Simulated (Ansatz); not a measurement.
**AlAs (triplet): B2PLYP, RPA-PBE over vertical spin and charge gaps, cc-pVTZ**

Aim: run AlAs (triplet) with these functionals over vertical spin and charge gaps, and hold them against the top wave-function level at the same points.

Program: Ansatz 0.2.0, Gaussian basis. Level of theory: cc-pVTZ, all electrons in the functionals, frozen cores in the correlation of double hybrids and RPA. These are calculated values, not measurements.

Plan: B2PLYP, RPA-PBE, at charge 0, triplet; charge 0, singlet; charge 0, quintet; charge 1, doublet; charge 1, quartet.

24 further runs of the same task are left out: 6 for a known fault of the program, 9 that didn't finish, 9 set aside as unsound or not needed.

## 1. The geometry

The geometry is a PBE0/def2-TZVP stationary point (not a proven minimum). No spin-orbit coupling is included. The filled d shell of As may be among the frozen orbitals whatever the setting's name suggests; the logs give the count.

2 atoms, charge 0, spin multiplicity 3.

Atoms are counted from 1 here; the program's logs count them from 0.

Bond lengths: Al1–As2 2.305 Å.

No dispersion term is added.

The geometry shown and the zero of energy belong to the point charge 0, triplet. The yardstick, UCCSDT(Q), and other wave-function levels (R restricted, U unrestricted, valence and pair active spaces) come from earlier runs.

## 2. B2PLYP, charge 0, triplet

in.yaml

```yaml
crystal:
  periodic: [false, false, false]
  atoms:
    - {symbol: Al, position_ang: [0.000000, 0.000000, 0.000000]}
    - {symbol: As, position_ang: [0.000000, 0.000000, 2.305200]}
basis:
  gaussian: {orbitals: cc-pVTZ}
magnetization: {spin_polarized: true, initial_magnetization: 2}
hamiltonian: {xc: {name: B2PLYP}}
correlation: {electrons: outside_noble_gas}
```

Run with:

```console
$ ansatz run in.yaml --threads 1 --pin off --events-out ev --progress --plain --max-ram 2393MiB
```

Standard output:

```text
Functional definition: B2PLYP
  name "B2PLYP"
  cite "Grimme, J. Chem. Phys. 124, 034108 (2006) doi:10.1063/1.2148954"
  cite "Becke, Phys. Rev. A 38, 3098 (1988) doi:10.1103/PhysRevA.38.3098"
  cite "Lee, Yang & Parr, Phys. Rev. B 37, 785 (1988) doi:10.1103/PhysRevB.37.785"
  parameter a = 0.53
  parameter c = 0.27
  exchange = (1 - a)*b88_x + a*exact_x
  correlation = (1 - c)*lyp_c + c*(mp2_os + mp2_ss)
507 factors; integrals over basis functions are off by at most 1.1e-3 eV
mean field evaluation 1: about -67421.0277 eV, gradient 9.3e0 eV
mean field evaluation 2: about -67421.0464 eV, gradient 9.3e0 eV
mean field evaluation 4: about -67422.0413 eV, gradient 1.3e0 eV
mean field evaluation 8: about -67422.0621 eV, gradient 5.6e-2 eV
mean field evaluation 16: about -67422.0623 eV, gradient 6.8e-4 eV
mean field evaluation 32: about -67422.0623 eV, gradient 6.3e-3 eV
mean field evaluation 64: about -67422.0623 eV, gradient 5.1e-4 eV
mean field -67422.06245505 eV, -2477.7150949077 hartree, gradient 2.3e-6 eV, S^2 2.038455; 4 other end points of the search recorded, 0 dependent functions left out
19 core orbitals not correlated: weight in the atoms' cores, before any rotation towards them, 1.000 or more for the frozen orbitals, at most 0.000 for the correlated occupied ones
reference -67422.06256484 eV, -2477.7150989426 hartree; 5, 3 occupied and 53, 55 virtual orbitals, 507 factors
second order -5.20677935 eV of doubles, -0.00000000 eV of singles
Total energy: -67423.46839527 eV, -2477.7667622578 hartree
```

Wall time 46 s (1 thread of Intel Xeon at 2.50GHz, shared host).

From the report: ⟨S²⟩ of the determinant 2.038 (pure triplet: 2.00).

## 3. B2PLYP, charge 0, singlet

in.yaml, as its differences from that of step 2:

```diff
@@ -7,3 +7,3 @@
   gaussian: {orbitals: cc-pVTZ}
-magnetization: {spin_polarized: true, initial_magnetization: 2}
+magnetization: {spin_polarized: true, initial_magnetization: 0}
 hamiltonian: {xc: {name: B2PLYP}}
```

The command is unchanged.

Standard output, cut to the lines that bear on the results:

```text
Functional definition: B2PLYP
  name "B2PLYP"
  cite "Grimme, J. Chem. Phys. 124, 034108 (2006) doi:10.1063/1.2148954"
  cite "Becke, Phys. Rev. A 38, 3098 (1988) doi:10.1103/PhysRevA.38.3098"
  cite "Lee, Yang & Parr, Phys. Rev. B 37, 785 (1988) doi:10.1103/PhysRevB.37.785"
[...]
507 factors; integrals over basis functions are off by at most 1.1e-3 eV
[...]
mean field -67421.91633749 eV, -2477.7097251864 hartree, gradient 2.5e-6 eV, S^2 1.027448; 14 other end points of the search recorded, 0 dependent functions left out
19 core orbitals not correlated: weight in the atoms' cores, before any rotation towards them, 1.000 or more for the frozen orbitals, at most 0.000 for the correlated occupied ones
reference -67421.91644768 eV, -2477.7097292360 hartree; 4, 4 occupied and 54, 54 virtual orbitals, 507 factors
second order -5.24289856 eV of doubles, -0.00000000 eV of singles
Total energy: -67423.33203030 eV, -2477.7617509375 hartree
```

Run time: 48 s. Hardware: 1 thread of Intel Xeon at 2.50GHz, shared host.

From the report: ⟨S²⟩ of the determinant 1.027 (pure singlet: 0.00). The determinant is far from a pure spin state, so its energy mixes those of several spin states (harmless only where they are near-degenerate, as at dissociation).

From charge 0, triplet: +13.2 kJ/mol.

## 4. B2PLYP, charge 0, quintet

in.yaml, as its differences from that of step 3:

```diff
@@ -7,3 +7,3 @@
   gaussian: {orbitals: cc-pVTZ}
-magnetization: {spin_polarized: true, initial_magnetization: 0}
+magnetization: {spin_polarized: true, initial_magnetization: 4}
 hamiltonian: {xc: {name: B2PLYP}}
```

Launched as before.

Standard output, cut to the lines that bear on the results:

```text
Functional definition: B2PLYP
  name "B2PLYP"
  cite "Grimme, J. Chem. Phys. 124, 034108 (2006) doi:10.1063/1.2148954"
  cite "Becke, Phys. Rev. A 38, 3098 (1988) doi:10.1103/PhysRevA.38.3098"
  cite "Lee, Yang & Parr, Phys. Rev. B 37, 785 (1988) doi:10.1103/PhysRevB.37.785"
[...]
507 factors; integrals over basis functions are off by at most 1.1e-3 eV
[...]
mean field -67420.20952827 eV, -2477.6470011045 hartree, gradient 1.9e-6 eV, S^2 6.008607; 1 other end points of the search recorded, 0 dependent functions left out
19 core orbitals not correlated: weight in the atoms' cores, before any rotation towards them, 1.000 or more for the frozen orbitals, at most 0.000 for the correlated occupied ones
reference -67420.20964082 eV, -2477.6470052406 hartree; 6, 2 occupied and 52, 56 virtual orbitals, 507 factors
second order -4.16916041 eV of doubles, -0.00000000 eV of singles
Total energy: -67421.33531413 eV, -2477.6883729718 hartree
```

It took 13 s on 1 thread of Intel Xeon at 2.50GHz, shared host.

From the report: ⟨S²⟩ of the determinant 6.009 (pure quintet: 6.00).

From charge 0, triplet: +205.8 kJ/mol.

## 5. B2PLYP, charge 1, doublet

in.yaml, as its differences from that of step 4:

```diff
@@ -7,3 +7,4 @@
   gaussian: {orbitals: cc-pVTZ}
-magnetization: {spin_polarized: true, initial_magnetization: 4}
+total_charge: 1
+magnetization: {spin_polarized: true, initial_magnetization: 1}
 hamiltonian: {xc: {name: B2PLYP}}
```

Same command.

Standard output, cut to the lines that bear on the results:

```text
Functional definition: B2PLYP
  name "B2PLYP"
  cite "Grimme, J. Chem. Phys. 124, 034108 (2006) doi:10.1063/1.2148954"
  cite "Becke, Phys. Rev. A 38, 3098 (1988) doi:10.1103/PhysRevA.38.3098"
  cite "Lee, Yang & Parr, Phys. Rev. B 37, 785 (1988) doi:10.1103/PhysRevB.37.785"
[...]
507 factors; integrals over basis functions are off by at most 1.1e-3 eV
[...]
mean field -67414.68083873 eV, -2477.4438255114 hartree, gradient 2.4e-6 eV, S^2 1.775150; 11 other end points of the search recorded, 0 dependent functions left out
19 core orbitals not correlated: weight in the atoms' cores, before any rotation towards them, 1.000 or more for the frozen orbitals, at most 0.000 for the correlated occupied ones
reference -67414.68095237 eV, -2477.4438296877 hartree; 4, 3 occupied and 54, 55 virtual orbitals, 507 factors
second order -3.74999869 eV of doubles, -0.00000000 eV of singles
Total energy: -67415.69345202 eV, -2477.4810383634 hartree
```

Run time: 37 s. Hardware: 1 thread of Intel Xeon at 2.50GHz, shared host.

From the report: ⟨S²⟩ of the determinant 1.775 (pure doublet: 0.75). The determinant is far from a pure spin state, so its energy mixes those of several spin states (harmless only where they are near-degenerate, as at dissociation).

From charge 0, triplet: +750.2 kJ/mol.

## 6. B2PLYP, charge 1, quartet

in.yaml, as its differences from that of step 5:

```diff
@@ -8,3 +8,3 @@
 total_charge: 1
-magnetization: {spin_polarized: true, initial_magnetization: 1}
+magnetization: {spin_polarized: true, initial_magnetization: 3}
 hamiltonian: {xc: {name: B2PLYP}}
```

Same command.

Standard output, cut to the lines that bear on the results:

```text
Functional definition: B2PLYP
  name "B2PLYP"
  cite "Grimme, J. Chem. Phys. 124, 034108 (2006) doi:10.1063/1.2148954"
  cite "Becke, Phys. Rev. A 38, 3098 (1988) doi:10.1103/PhysRevA.38.3098"
  cite "Lee, Yang & Parr, Phys. Rev. B 37, 785 (1988) doi:10.1103/PhysRevB.37.785"
[...]
507 factors; integrals over basis functions are off by at most 1.1e-3 eV
[...]
mean field -67414.92900574 eV, -2477.4529454810 hartree, gradient 1.4e-6 eV, S^2 3.762490; 0 other end points of the search recorded, 0 dependent functions left out
19 core orbitals not correlated: weight in the atoms' cores, before any rotation towards them, 1.000 or more for the frozen orbitals, at most 0.000 for the correlated occupied ones
reference -67414.92912012 eV, -2477.4529496842 hartree; 5, 2 occupied and 53, 56 virtual orbitals, 507 factors
second order -3.94724177 eV of doubles, -0.00000000 eV of singles
Total energy: -67415.99487540 eV, -2477.4921154683 hartree
```

Wall time 7 s (1 thread of Intel Xeon at 2.50GHz, shared host).

From the report: ⟨S²⟩ of the determinant 3.762 (pure quartet: 3.75).

From charge 0, triplet: +721.1 kJ/mol.

## 7. RPA-PBE, charge 0, triplet

in.yaml

```yaml
crystal:
  periodic: [false, false, false]
  atoms:
    - {symbol: Al, position_ang: [0.000000, 0.000000, 0.000000]}
    - {symbol: As, position_ang: [0.000000, 0.000000, 2.305200]}
basis:
  gaussian: {orbitals: cc-pVTZ}
magnetization: {spin_polarized: true, initial_magnetization: 2}
hamiltonian: {xc: {name: PBE}}
correlation: {method: rpa, electrons: outside_noble_gas}
```

Launched as before.

Standard output, cut to the lines that bear on the results:

```text
Functional definition: PBE
  name "PBE"
  cite "Perdew, Burke & Ernzerhof, Phys. Rev. Lett. 77, 3865 (1996) doi:10.1103/PhysRevLett.77.3865"
  parent pbe
[...]
507 factors; integrals over basis functions are off by at most 1.1e-3 eV
[...]
mean field -67425.08633706 eV, -2477.8262205221 hartree, gradient 1.2e-6 eV, S^2 2.006588; 12 other end points of the search recorded, 0 dependent functions left out
19 core orbitals not correlated: weight in the atoms' cores, before any rotation towards them, 1.000 or more for the frozen orbitals, at most 0.000 for the correlated occupied ones
reference -67378.34714792 eV, -2476.1085870019 hartree; 5, 3 occupied and 53, 55 virtual orbitals, 507 factors
Total energy: -67386.63165857 eV, -2476.4130371530 hartree
```

Wall time 23 s (1 thread of Intel Xeon at 2.50GHz, shared host).

From the report: ⟨S²⟩ of the determinant 2.007 (pure triplet: 2.00).

## 8. RPA-PBE, charge 0, singlet

in.yaml, as its differences from that of step 7:

```diff
@@ -7,3 +7,3 @@
   gaussian: {orbitals: cc-pVTZ}
-magnetization: {spin_polarized: true, initial_magnetization: 2}
+magnetization: {spin_polarized: true, initial_magnetization: 0}
 hamiltonian: {xc: {name: PBE}}
```

Launched as before.

Standard output, cut to the lines that bear on the results:

```text
Functional definition: PBE
  name "PBE"
  cite "Perdew, Burke & Ernzerhof, Phys. Rev. Lett. 77, 3865 (1996) doi:10.1103/PhysRevLett.77.3865"
  parent pbe
[...]
507 factors; integrals over basis functions are off by at most 1.1e-3 eV
[...]
mean field -67424.93738015 eV, -2477.8207464566 hartree, gradient 1.2e-6 eV, S^2 1.013547; 18 other end points of the search recorded, 0 dependent functions left out
19 core orbitals not correlated: weight in the atoms' cores, before any rotation towards them, 1.000 or more for the frozen orbitals, at most 0.000 for the correlated occupied ones
reference -67378.16318037 eV, -2476.1018263194 hartree; 4, 4 occupied and 54, 54 virtual orbitals, 507 factors
Total energy: -67386.49584786 eV, -2476.4080462014 hartree
```

Run time: 45 s. Hardware: 1 thread of Intel Xeon at 2.50GHz, shared host.

From the report: ⟨S²⟩ of the determinant 1.014 (pure singlet: 0.00). The determinant is far from a pure spin state, so its energy mixes those of several spin states (harmless only where they are near-degenerate, as at dissociation).

From charge 0, triplet: +13.1 kJ/mol.

## 9. RPA-PBE, charge 0, quintet

in.yaml, as its differences from that of step 8:

```diff
@@ -7,3 +7,3 @@
   gaussian: {orbitals: cc-pVTZ}
-magnetization: {spin_polarized: true, initial_magnetization: 0}
+magnetization: {spin_polarized: true, initial_magnetization: 4}
 hamiltonian: {xc: {name: PBE}}
```

The command is unchanged.

Standard output, cut to the lines that bear on the results:

```text
Functional definition: PBE
  name "PBE"
  cite "Perdew, Burke & Ernzerhof, Phys. Rev. Lett. 77, 3865 (1996) doi:10.1103/PhysRevLett.77.3865"
  parent pbe
[...]
507 factors; integrals over basis functions are off by at most 1.1e-3 eV
[...]
mean field -67422.95735950 eV, -2477.7479820398 hartree, gradient 4.3e-6 eV, S^2 6.003111; 2 other end points of the search recorded, 0 dependent functions left out
19 core orbitals not correlated: weight in the atoms' cores, before any rotation towards them, 1.000 or more for the frozen orbitals, at most 0.000 for the correlated occupied ones
reference -67377.30728096 eV, -2476.0703725959 hartree; 6, 2 occupied and 52, 56 virtual orbitals, 507 factors
Total energy: -67384.56695801 eV, -2476.3371608068 hartree
```

Wall time 7.5 s (1 thread of Intel Xeon at 2.50GHz, shared host).

From the report: ⟨S²⟩ of the determinant 6.003 (pure quintet: 6.00).

From charge 0, triplet: +199.2 kJ/mol.

## 10. RPA-PBE, charge 1, doublet

in.yaml, as its differences from that of step 9:

```diff
@@ -7,3 +7,4 @@
   gaussian: {orbitals: cc-pVTZ}
-magnetization: {spin_polarized: true, initial_magnetization: 4}
+total_charge: 1
+magnetization: {spin_polarized: true, initial_magnetization: 1}
 hamiltonian: {xc: {name: PBE}}
```

Same command.

Standard output, cut to the lines that bear on the results:

```text
Functional definition: PBE
  name "PBE"
  cite "Perdew, Burke & Ernzerhof, Phys. Rev. Lett. 77, 3865 (1996) doi:10.1103/PhysRevLett.77.3865"
  parent pbe
[...]
507 factors; integrals over basis functions are off by at most 1.1e-3 eV
[...]
mean field -67417.17628699 eV, -2477.5355315434 hartree, gradient 2.7e-6 eV, S^2 1.759484; 8 other end points of the search recorded, 0 dependent functions left out
19 core orbitals not correlated: weight in the atoms' cores, before any rotation towards them, 1.000 or more for the frozen orbitals, at most 0.000 for the correlated occupied ones
reference -67371.76156671 eV, -2475.8665713563 hartree; 4, 3 occupied and 54, 55 virtual orbitals, 507 factors
Total energy: -67378.56243139 eV, -2476.1164985236 hartree
```

Run time: 29 s. Hardware: 1 thread of Intel Xeon at 2.50GHz, shared host.

From the report: ⟨S²⟩ of the determinant 1.759 (pure doublet: 0.75). The determinant is far from a pure spin state, so its energy mixes those of several spin states (harmless only where they are near-degenerate, as at dissociation).

From charge 0, triplet: +778.6 kJ/mol.

## 11. RPA-PBE, charge 1, quartet

in.yaml, as its differences from that of step 10:

```diff
@@ -8,3 +8,3 @@
 total_charge: 1
-magnetization: {spin_polarized: true, initial_magnetization: 1}
+magnetization: {spin_polarized: true, initial_magnetization: 3}
 hamiltonian: {xc: {name: PBE}}
```

The command is unchanged.

Standard output, cut to the lines that bear on the results:

```text
Functional definition: PBE
  name "PBE"
  cite "Perdew, Burke & Ernzerhof, Phys. Rev. Lett. 77, 3865 (1996) doi:10.1103/PhysRevLett.77.3865"
  parent pbe
[...]
507 factors; integrals over basis functions are off by at most 1.1e-3 eV
[...]
mean field -67417.46166609 eV, -2477.5460190319 hartree, gradient 3.1e-6 eV, S^2 3.753151; 0 other end points of the search recorded, 0 dependent functions left out
19 core orbitals not correlated: weight in the atoms' cores, before any rotation towards them, 1.000 or more for the frozen orbitals, at most 0.000 for the correlated occupied ones
reference -67372.06732964 eV, -2475.8778079368 hartree; 5, 2 occupied and 53, 56 virtual orbitals, 507 factors
Total energy: -67378.80948153 eV, -2476.1255774487 hartree
```

Wall time 5.5 s (1 thread of Intel Xeon at 2.50GHz, shared host).

From the report: ⟨S²⟩ of the determinant 3.753 (pure quartet: 3.75).

From charge 0, triplet: +754.7 kJ/mol.

## 12. Against the wave-function levels

The yardstick is UCCSDT(Q), where the cluster series has nearly closed. It comes from earlier runs at the same points. Energies in kJ/mol, counted from charge 0, triplet; blanks weren't run or aren't comparable.

```csv
level,triplet to singlet,triplet to quintet,ionisation to the doublet cation,ionisation to the quartet cation
UCCSDT(Q),,197.2,,725.3
B2PLYP,13.2,205.8,750.2,721.1
RPA-PBE,13.1,199.2,778.6,754.7
```

Largest miss and mean time a point (UCCSDT(Q) took 2.9 min a point; shared hosts):

```csv
level,largest miss (kJ/mol),where,time a point
B2PLYP,+8.6,triplet to quintet,30 s
RPA-PBE,+29.4,ionisation to the quartet cation,22 s
```

## 13. Outcome

| quantity | value |
| --- | --- |
| triplet to quintet, UCCSDT(Q) | 197.2 kJ/mol |
| ionisation to the quartet cation, UCCSDT(Q) | 725.3 kJ/mol |
| largest miss, B2PLYP | +8.6 kJ/mol (triplet to quintet) |
| largest miss, RPA-PBE | +29.4 kJ/mol (ionisation to the quartet cation) |

What this shows: Misses are known at 2 of 4 points at best, and only functionals with that many are ranked. Of the functionals, B2PLYP keep the smallest largest miss at the points compared (at most 8.6 kJ/mol) and RPA-PBE strays most (29.4 kJ/mol, at ionisation to the quartet cation). B2PLYP, RPA-PBE clearly break the spin symmetry at some points (⟨S²⟩ up to 1.03 above the pure value), so energy there is bought with a mixed spin. Functionals and the yardstick converge differently with the basis, so part of each miss in cc-pVTZ is the basis. The program flags that the yardstick's amplitudes may have other solutions at some points.
